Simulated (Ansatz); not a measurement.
# C3H5BS: basis-set convergence

An exercise on one series of results from a longer session: the logs are not shown, and one member is left open.

The runs use Ansatz 0.2.0, Gaussian basis; one geometry, several basis sets.

Levels to be run: PBE0-D4/def2-SVP; ωB97M-V/def2-SVP; PBE0-D4/def2-QZVPP; ωB97M-V/def2-QZVPP; the functionals' def2-TZVPP values are taken from earlier runs.

### Structure used throughout

An earlier PBE0-D4 in a triple-zeta def2 set relaxation fixed the geometry.

SMILES `BC1=C(C)S1`, 10 atoms, charge 0, spin multiplicity 1.

Atoms are counted from 1 here; the program's logs count them from 0.

Bond lengths: B1–C2 1.482 Å, B1–H6 1.198 Å, B1–H7 1.191 Å, C2–C3 1.306 Å, C2–S5 1.944 Å, C3–C4 1.463 Å, C3–S5 1.730 Å, C4–H8 1.093 Å, C4–H9 1.090 Å, C4–H10 1.093 Å. Angles: C2–B1–H6 116.1°, C2–B1–H7 122.6°, H6–B1–H7 121.3°, B1–C2–C3 156.7°, B1–C2–S5 142.7°, C3–C2–S5 60.6°, C2–C3–C4 146.0°, C2–C3–S5 78.3°, C4–C3–S5 135.8°, C3–C4–H8 109.2°, C3–C4–H9 111.3°, C3–C4–H10 109.2°, H8–C4–H9 110.0°, H8–C4–H10 107.1°, H9–C4–H10 109.9°, C2–S5–C3 41.1°.

The first run:

The input, in.yaml:

```yaml
crystal:
  periodic: [false, false, false]
  atoms:
    - {symbol: B, position_ang: [-1.420223, 1.419861, -0.831647]}
    - {symbol: C, position_ang: [-0.279694, 0.477761, -0.740041]}
    - {symbol: C, position_ang: [0.534394, -0.367873, -0.167503]}
    - {symbol: C, position_ang: [0.882561, -1.067823, 1.069303]}
    - {symbol: S, position_ang: [1.157915, -0.316499, -1.780941]}
    - {symbol: H, position_ang: [-2.051061, 1.582790, 0.173636]}
    - {symbol: H, position_ang: [-1.703474, 1.987794, -1.839836]}
    - {symbol: H, position_ang: [1.911511, -0.822401, 1.344697]}
    - {symbol: H, position_ang: [0.206255, -0.798500, 1.880131]}
    - {symbol: H, position_ang: [0.844916, -2.146310, 0.895200]}
basis:
  gaussian: {orbitals: def2-SVP}
hamiltonian: {xc: pbe0, dispersion: d4}
output: {orbitals: {seedname: orbitals}}
```

The run is started by

```console
> ansatz run in.yaml --threads 2 --pin off --events-out ev --progress --plain --max-ram 4352MiB
```

Among the steps run: PBE0-D4 in def2-SVP; ωB97M-V in def2-SVP; PBE0-D4 in def2-QZVPP; ωB97M-V in def2-QZVPP.

One of the session's tables, all rows but one given; the rest of the session is left out.

It belongs to the step «Functionals by basis». 

| functional | basis | HOMO (eV) | LUMO (eV) |
| --- | --- | --- | --- |
| PBE0-D4 | def2-SVP | -5.98 | -2.35 |
| PBE0-D4 | def2-TZVPP | -6.06 | -2.42 |
| PBE0-D4 | def2-QZVPP | -6.08 | -2.45 |
| ωB97M-V | def2-SVP | -7.96 | -0.32 |
| ωB97M-V | def2-TZVPP | -8.07 | -0.47 |
| ωB97M-V | def2-QZVPP | ? | ? |

**Question.** Estimate the row for ωB97M-V, def2-QZVPP.

**Answer.** HOMO (eV): -8.10; LUMO (eV): -0.53. In the column «HOMO (eV)» it is the lowest.
